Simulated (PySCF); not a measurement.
**CuH₄: quartet, from a see-saw start**

Where does quartet CuH₄ go from a see-saw start, is the end point a minimum, and what are its modes, charges and moments?

The runs use PySCF 2.14.0; PBE0, basis Cu def2-TZVP, H def2-TZVP, no relativity, density fitting.

**1. The starting structure**

5 atoms, charge 0, spin multiplicity 4.

Bond lengths: Cu1–H2 1.440 Å, Cu1–H3 1.440 Å, Cu1–H4 1.440 Å, Cu1–H5 1.440 Å. Angles: H2–Cu1–H3 170.0°, H2–Cu1–H4 86.9°, H2–Cu1–H5 86.9°, H3–Cu1–H4 86.9°, H3–Cu1–H5 86.9°, H4–Cu1–H5 104.0°.

```xyz
5
charge 0 multiplicity 4
Cu    0.0000    0.0000   -0.0305
H     0.0000    1.4345    0.0950
H     0.0000   -1.4345    0.0950
H     1.1347    0.0000    0.8561
H    -1.1347    0.0000    0.8561
```

**2. Relaxation: see-saw start, quartet**

One driver script runs all steps and calls PySCF; scf.py shows how it sets up the SCF of each step. The optimiser is the driver's own. Before each start the driver seeks the lowest SCF state from one or more starting densities and follows internal instabilities, so scf.py alone need not reach the same state.

The program finds C2v symmetry in the start, which this walk keeps. The walk stops when the largest gradient is under 0.0003 Eh/bohr and the energy has settled too.

The input, scf.py:

```python
from pyscf import gto, scf, dft
mol = gto.M(atom='''
Cu     0.000000     0.000000    -0.030466
H      0.000000     1.434500     0.095034
H     -0.000000    -1.434500     0.095034
H      1.134700    -0.000000     0.856134
H     -1.134700     0.000000     0.856134''',
    basis={'Cu': 'def2-TZVP', 'H': 'def2-TZVP'},
    charge=0, spin=3)
mf = dft.UKS(mol, xc='PBE0')
mf.grids.atom_grid = (50, 194)
aux = {'Cu': 'def2-universal-JKFIT', 'H': 'def2-universal-JKFIT'}
mf = mf.density_fit(auxbasis=aux)
mf.kernel()
```

Steps of the walk:

```tsv
step	energy (Eh)	change (kJ/mol)	largest symmetric gradient (Eh/bohr)
0	-1642.378557	0.00	0.05477
1	-1642.396800	-47.90	0.02825
2	-1642.412030	-87.88	0.00939
3	-1642.417055	-101.07	0.02092
4	-1642.419506	-107.51	0.02315
5	-1642.421959	-113.95	0.01990
6	-1642.425640	-123.62	0.01478
7	-1642.430245	-135.70	0.01420
8	-1642.433614	-144.55	0.01642
9	-1642.435822	-150.35	0.01615
10	-1642.438062	-156.23	0.01016
11	-1642.439328	-159.55	0.00573
12	-1642.439664	-160.44	0.00090
13	-1642.439730	-160.61	0.00110
14	-1642.439753	-160.67	0.00083
15	-1642.439767	-160.71	0.00027
16	-1642.439768	-160.71	0.00007
```

The walk needed 16 s of wall time on 4 threads, shared host.

It settles in Td symmetry, 160.7 kJ/mol below the start, after 16 steps: Cu–H 1.589 Å (×4); H–Cu–H 109.5° (×6).

**3. Hessian and properties**

The point is checked on the finer grid, and tightened if its gradient asks for it. The Hessian and the dipole derivatives come from central differences of analytic gradients, with steps of 0.01 bohr.

Changes to scf.py since step 2:

```diff
@@ -3,5 +3,5 @@
-Cu     0.000000     0.000000    -0.030466
-H      0.000000     1.434500     0.095034
-H     -0.000000    -1.434500     0.095034
-H      1.134700    -0.000000     0.856134
-H     -1.134700     0.000000     0.856134''',
+Cu     0.000000    -0.000000    -0.000000
+H     -0.000062     1.297241    -0.917288
+H     -0.000000    -1.297241    -0.917288
+H      1.297272     0.000031     0.917244
+H     -1.297210    -0.000031     0.917332''',
@@ -11 +11 @@
-mf.grids.atom_grid = (50, 194)
+mf.grids.atom_grid = (75, 302)
```

This SCF starts from the last density.

SCF at the final geometry:

```text
init E= -1642.439678345
[... the frontier-level lines of each cycle are left out ...]
cycle= 1 E= -1642.43967834449  delta_E= 5.06e-10  |g|= 5.97e-05  |ddm|= 2.41e-05
cycle= 2 E= -1642.4396783362  delta_E= 8.3e-09  |g|= 0.000229  |ddm|= 7.84e-05
cycle= 3 E= -1642.43967834511  delta_E= -8.92e-09  |g|= 2.87e-06  |ddm|= 6.18e-05
cycle= 4 E= -1642.43967834511  delta_E= 5.46e-12  |g|= 6.13e-07  |ddm|= 2.71e-06
Extra cycle  E= -1642.43967834511  delta_E= -1.59e-12  |g|= 2.95e-07  |ddm|= 1.28e-06
converged SCF energy = -1642.43967834511  <S^2> = 3.7636686  2S+1 = 4.0068285
```

The whole step took 9.7 s.

Geometry: Td; Cu–H 1.589 Å (×4); H–Cu–H 109.5° (×6).

Modes, for the most abundant isotopes:

```
symmetry  ω (cm⁻¹)  IR (km/mol)  μ (u)     type
      t2       461          182   1.05     bend
       e       663          0.0   1.01     bend
      t2      1325          408   1.03  stretch
      a1      1470          0.0   1.01  stretch
```

Every mode is real; the point is a minimum.

Constants and moments:

```yaml
Dipole_moment: 0.00 D
Highest_occupied_level: -8.16 eV
Lowest_empty_level: -3.90 eV
Rotational_constants: 2.485, 2.485, 2.485 cm⁻¹
Zero-point_energy: 48.8 kJ/mol
Principal_polarisabilities: 45.0, 45.0, 45.0 bohr³
Atomisation_energy_without_zero-point_energy: 502 kJ/mol
Principal_traceless_quadrupole_moments_about_the_centre_of_mass: 0.00, 0.00, 0.00 D Å
Entropy_at_298.15_K_and_1_bar_electronic_part_spin_only: 237.5 J/(mol K)
Heat_capacity_Cp_at_298.15_K: 59.6 J/(mol K)
Enthalpy_at_298.15_K_above_0_K: 12.69 kJ/mol
Rotational_symmetry_number: 12
Spin_squared_⟨S²⟩: 3.764
```

Populations by atom (charges in e):

```json
{"atom": "Cu1", "Mulliken": "-0.05", "Löwdin": "-0.03", "polar tensor": "0.02", "spin (Mulliken)": "0.64", "Mayer order to Cu1": "–"}
{"atom": "H2,3,4,5", "Mulliken": "0.01", "Löwdin": "0.01", "polar tensor": "0.00", "spin (Mulliken)": "0.59", "Mayer order to Cu1": "0.62"}
```

Mulliken populations on Cu1: s 7.02, p 12.54, d 9.49, f 0.00.

**4. Results**

```
                                          quantity                                    value
                                           minimum                              quartet, Td
                                          geometry    Cu–H 1.589 Å (×4); H–Cu–H 109.5° (×6)
                                wavenumbers (cm⁻¹)  461 (t2), 663 (e), 1325 (t2), 1470 (a1)
                                     dipole moment                                   0.00 D
highest occupied, lowest empty level (either spin)                          -8.16, -3.90 eV
                        polar-tensor charge of Cu1                                  +0.02 e
                                 zero-point energy                              48.8 kJ/mol
                               entropy at 298.15 K                          237.5 J/(mol K)
         atomisation energy (no zero-point energy)                               502 kJ/mol
                                              ⟨S²⟩                                    3.764
```

The see-saw start (C2v) ends in a minimum of Td symmetry. In the infrared the band at 1325 cm⁻¹ (t2, stretch) leads. Other starts or spin states, not run here, may lie lower. Open d and f shells are described by one determinant, and the ground state may have another occupation or spin.

The search up to here took 31 s.
